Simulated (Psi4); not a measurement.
# MoNH2SClO (SMILES [NH2][Mo](=[O])(=[S])[Cl]) at PBE/def2-TZVPP (density fitting, core potential, sweep point 3)

Aim: a single-point energy of MoNH2SClO. 

Program for the calculation: Psi4 1.11.

6 further runs of the same task are left out: 1 that didn't finish, 5 set aside as unsound or not needed.

## Step 1: The structure to begin with

The species is MoNH2SClO (7 atoms), meant as a singlet with charge 0. As SMILES, `[NH2][Mo](=[O])(=[S])[Cl]`. The shape is that of a PBE0-D4/def2-TZVP optimisation. This is one conformer, not always the lowest.

Bond lengths: N1–Mo2 1.906 Å, Mo2–O3 1.666 Å, Mo2–S4 2.107 Å, Mo2–Cl5 2.259 Å, N1–H6 1.010 Å, N1–H7 1.010 Å. Angles: N1–Mo2–O3 108.2°, N1–Mo2–S4 108.3°, N1–Mo2–Cl5 110.2°, O3–Mo2–S4 110.9°, O3–Mo2–Cl5 109.6°, S4–Mo2–Cl5 109.7°, Mo2–N1–H6 124.6°, Mo2–N1–H7 122.2°, H6–N1–H7 112.0°.

## Step 2: The energy at PBE/def2-TZVPP (density fitting, core potential, sweep point 3)

Input file clh2monos.py:

```python
import psi4

psi4.set_memory(1600000000)
psi4.set_num_threads(1)
psi4.set_output_file('run.log', False)

mol = psi4.geometry("""
0 1
N     -0.726200     0.693000     0.651800
Mo     0.482700    -0.414900    -0.319200
O      1.677900    -0.920100     0.726300
S     -0.593600    -2.059200    -1.079200
Cl     1.408100     0.744800    -2.023300
H     -1.719100     0.749200     0.476900
H     -0.468700     1.139200     1.521100
symmetry c1
""")

psi4.set_options({
    'basis': 'def2-TZVPP',
    'scf_type': 'df',
    'scf_initial_accelerator': 'none',
})

result = psi4.energy("PBE")
print(f'total energy {result:.8f} hartree = {result * 27.211386:.5f} eV')
```

The run is started by

```bash
$ python clh2monos.py
```

run.log:

```text
[...]
    !!!  WARNING: ECP capability is in beta. Please check occupations closely.  !!!
[...]
  Running in c1 symmetry.
[...]
  Nuclear repulsion =  330.811154122050482
[...]
  Multiplicity = 1
[...]
  Nalpha       = 32
  Nbeta        = 32
[...]
    Number of basis functions: 230
[...]
   @DF-RKS iter   1: -1056.39670459378749    5.60443e-01   7.70269e-03 DIIS
[...]
   @DF-RKS iter  14: -1057.61191189885903   -5.45976e-08   1.38441e-07 DIIS
[...]
    Orbital Energies [Eh]
    ---------------------
    Doubly Occupied:
       1A   -100.662971     2A    -88.043173     3A    -18.792635
       4A    -14.025606     5A     -9.177882     6A     -7.671185
       7A     -6.996880     8A     -6.993336     9A     -6.992821
      10A     -5.690129    11A     -5.688618    12A     -5.686396
      13A     -2.529620    14A     -1.587142    15A     -1.568934
      16A     -1.565896    17A     -0.851084    18A     -0.805037
      19A     -0.743366    20A     -0.617497    21A     -0.493308
      22A     -0.420510    23A     -0.377741    24A     -0.372823
      25A     -0.360760    26A     -0.347889    27A     -0.330466
      28A     -0.302733    29A     -0.293491    30A     -0.281329
      31A     -0.257841    32A     -0.242852
[...]
  @DF-RKS Final Energy: -1057.61191189885903
   => Energetics <=
    Nuclear Repulsion Energy =            330.8111541220504819
    One-Electron Energy =               -2140.3941157384165308
    Two-Electron Energy =                 829.5357146505575656
    DFT Exchange-Correlation Energy =     -77.5646649330506790
    Empirical Dispersion Energy =           0.0000000000000000
    VV10 Nonlocal Energy =                  0.0000000000000000
    Total Energy =                      -1057.6119118988590344
[...]
 Multipole Moments:
 ------------------------------------------------------------------------------------
     Multipole            Electronic (a.u.)      Nuclear  (a.u.)        Total (a.u.)
 ------------------------------------------------------------------------------------
 L = 1.  Multiply by 2.5417464519 to convert [e a0] to [Debye]
 Dipole X            :          3.9349986           -4.8271973           -0.8921988
 Dipole Y            :          0.0597338            0.8276332            0.8873670
 Dipole Z            :         13.4992756          -12.8131626            0.6861130
 Magnitude           :                                                    1.4332445
[...]
```

On the terminal:

```text
total energy -1057.61191190 hartree = -28779.08597 eV
```

Run time: 13 s. Hardware: 1 thread of Intel Xeon 6975P-C (Granite Rapids), shared host; peak memory 1.2 GiB.

## Step 3: What came out

At PBE/def2-TZVPP (density fitting, core potential, sweep point 3):

| quantity | value |
| --- | --- |
| total energy | -1057.61191 Eh |
| dipole moment | 3.64 D |
| HOMO energy | -6.61 eV |
| LUMO energy | -3.72 eV |
| HOMO–LUMO gap | 2.89 eV |
